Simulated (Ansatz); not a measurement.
# ZnSe: a single-point run

Wanted: a converged single-point run for ZnSe, and a check of what comes out. The structure is shown as the input types it.

Computed with Ansatz 0.2.0 (density functional or hybrid calculation with the settings of its input, plane waves (as first typed), unless a step's input says otherwise).

2 further runs of the same task are left out: 2 that didn't finish.

### Step 1. Starting point

The structure is cubic, space group F-43m (No. 216). The conventional cell has a = 5.665 Å, b = 5.665 Å, c = 5.665 Å, α = 90.00°, β = 90.00°, γ = 90.00°. Around Zn (site symmetry -43m) lie 4 Se at 2.45 Å. Around Se (site symmetry -43m) lie 4 Zn at 2.45 Å.

Structure file:

```
CELL_PARAMETERS angstrom
0.00000 2.83242 2.83242
2.83242 0.00000 2.83242
2.83242 2.83242 0.00000
ATOMIC_POSITIONS crystal
Zn 0.00000 0.00000 0.00000
Se 0.25000 0.25000 0.25000
```

### Step 2. Running it

Input file input.yaml:

```yaml
crystal:
  lattice:
    - [0.0, 2.8324206805, 2.8324206805]
    - [2.8324206805, 0.0, 2.8324206805]
    - [2.8324206805, 2.8324206805, 0.0]
  atoms:
    - { symbol: Zn, position: [0.0, 0.0, 0.0] }
    - { symbol: Se, position: [0.25, 0.25, 0.25] }
kpoints:
  mp_grid: { grid: [6, 6, 6] }
hamiltonian:
  xc: pbe
scf:
  occupations: { method: fixed }
  n_extra_bands: 4
  convergence: { dr2_threshold: 1.0 }
  max_iter: 81
output:
  forces: true
  stress: true
  eigenvalues: true
```

The run is started by

```console
> ansatz run input.yaml --threads 4 --pin off --max-ram 3686MiB --backend cpu --events-out ev --progress --plain --runs-dir out
```

**Question.** How will this run end, and is anything wrong with its input?

This run ends as converged, with warnings (force scf threshold loose, stress scf threshold loose). Its log warns: «scf.convergence.dr2_threshold = 1e0 eV is looser than this run's default, which is 1e-7 eV or tighter. The error in the forces grows as the threshold's square root ...»

The threshold asked is loose, but the program put off the close and ended at dr2 = 4.9e-9, so little accuracy was lost here.

Run again and compare: delete scf.convergence.dr2_threshold (the default then holds).
